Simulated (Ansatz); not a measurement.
**Cl₂H₂MoO₂S: basis-set convergence**

One table from this session's results is given with a row withheld; the runs are named, their logs left out.

Program: Ansatz 0.2.0, Gaussian basis. Level of theory: one geometry, several basis sets. These are calculated values, not measurements.

The runs, in order: PBE0-D4/def2-SVP; ωB97M-V/def2-SVP; PBE0-D4/def2-QZVPP; ωB97M-V/def2-QZVPP; the functionals' def2-TZVPP values are taken from earlier runs.

## The relaxed structure

An earlier PBE0-D4 in a triple-zeta def2 set relaxation fixed the geometry. Mo takes the def2 core potential; no spin-orbit term is included.

SMILES `[OH][Mo]([OH])(=[S])([Cl])[Cl]`, 8 atoms, charge 0, spin multiplicity 1.

Atoms are counted from 1 here; the program's logs count them from 0.

Bond lengths: O1–Mo2 1.850 Å, O1–H7 0.963 Å, Mo2–O3 1.850 Å, Mo2–S4 2.075 Å, Mo2–Cl5 2.397 Å, Mo2–Cl6 2.262 Å, O3–H8 0.963 Å. Angles: Mo2–O1–H7 123.0°, O1–Mo2–O3 151.0°, O1–Mo2–S4 102.6°, O1–Mo2–Cl5 79.0°, O1–Mo2–Cl6 93.1°, O3–Mo2–S4 102.6°, O3–Mo2–Cl5 79.0°, O3–Mo2–Cl6 93.1°, S4–Mo2–Cl5 110.4°, S4–Mo2–Cl6 106.5°, Cl5–Mo2–Cl6 143.1°, Mo2–O3–H8 123.0°.

The first run:

File in.yaml:

```yaml
crystal:
  periodic: [false, false, false]
  atoms:
    - {symbol: O, position_ang: [-1.460179, 1.024475, 0.008896]}
    - {symbol: Mo, position_ang: [0.078901, 0.080464, -0.394506]}
    - {symbol: O, position_ang: [1.612111, -0.813666, 0.127300]}
    - {symbol: S, position_ang: [-0.427846, -0.880445, -2.162445]}
    - {symbol: Cl, position_ang: [-0.733504, -1.155006, 1.491790]}
    - {symbol: Cl, position_ang: [1.217132, 1.944382, -0.981730]}
    - {symbol: H, position_ang: [-1.910397, 0.956434, 0.857583]}
    - {symbol: H, position_ang: [1.715984, -1.213738, 0.997210]}
basis:
  gaussian: {orbitals: def2-SVP}
hamiltonian: {xc: pbe0, dispersion: d4}
output: {orbitals: {seedname: orbitals}}
```

Started as:

```bash
$ ansatz run in.yaml --threads 4 --pin off --events-out ev --progress --plain --max-ram 11315MiB
```

Steps of the session up to this table: PBE0-D4 in def2-SVP; ωB97M-V in def2-SVP; PBE0-D4 in def2-QZVPP; ωB97M-V in def2-QZVPP.

One table of the session follows, with a row left open; its other results are not shown here.

It belongs to the step «Functionals by basis». 

| functional | basis | HOMO (eV) | LUMO (eV) |
| --- | --- | --- | --- |
| PBE0-D4 | def2-SVP | -8.39 | -3.85 |
| PBE0-D4 | def2-TZVPP | -8.44 | -3.86 |
| PBE0-D4 | def2-QZVPP | -8.45 | -3.86 |
| ωB97M-V | def2-SVP | -10.53 | -1.74 |
| ωB97M-V | def2-TZVPP | -10.62 | -1.82 |
| ωB97M-V | def2-QZVPP | ? | ? |

Estimate the missing values for ωB97M-V, def2-QZVPP.

The run gave: HOMO (eV): -10.64; LUMO (eV): -1.85. In the column «HOMO (eV)» it is the lowest.
